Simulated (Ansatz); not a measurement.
# BFH3NO: the cost of one run

Method: RKS r2SCAN/6-31G, in Ansatz 0.2.0.

### 1 The structure to begin with

Bond lengths: B1–O2 1.410 Å, O2–H3 1.010 Å, B1–N4 1.550 Å, N4–H5 1.060 Å, N4–H6 1.060 Å, B1–F7 1.320 Å. Angles: B1–O2–H3 109.5°, O2–B1–N4 120.0°, O2–B1–F7 120.0°, N4–B1–F7 120.0°, B1–N4–H5 120.0°, B1–N4–H6 120.0°, H5–N4–H6 120.0°.

Coordinates:

```xyz
7

B     0.0000    0.0000    0.0000
O     0.0000    0.0000    1.4100
H    -0.9095   -0.2814    1.7471
N     1.3423    0.0000   -0.7750
H     1.8089   -0.9179   -1.0268
H     1.7937    0.9179   -1.0532
F    -1.1431    0.0000   -0.6600
```

### 2 Preparing the start

Input file input.yaml:

```yaml
crystal:
  periodic: [false, false, false]
  atoms:
    - { symbol: B, position_ang: [0.0, 0.0, 0.0] }
    - { symbol: O, position_ang: [0.0, 0.0, 1.41] }
    - { symbol: H, position_ang: [-0.9095, -0.2814, 1.7471] }
    - { symbol: "N", position_ang: [1.3423, 0.0, -0.775] }
    - { symbol: H, position_ang: [1.8089, -0.9179, -1.0268] }
    - { symbol: H, position_ang: [1.7937, 0.9179, -1.0532] }
    - { symbol: F, position_ang: [-1.1431, 0.0, -0.66] }
basis:
  gaussian: { orbitals: "6-31G" }
hamiltonian:
  xc: r2scan
relax:
  f_tol: 0.02
  max_steps: 40
```

Command:

```sh
ansatz run input.yaml --threads 1 --pin off --max-ram 2048MiB --backend cpu --events-out ev --progress --plain --runs-dir out
```

What time and memory should one allow on 1 thread of Intel Xeon Platinum 8259CL at 2.50GHz (Skylake/Cascade Lake), shared host?

About 27 s, with a peak of 0.17 GiB.
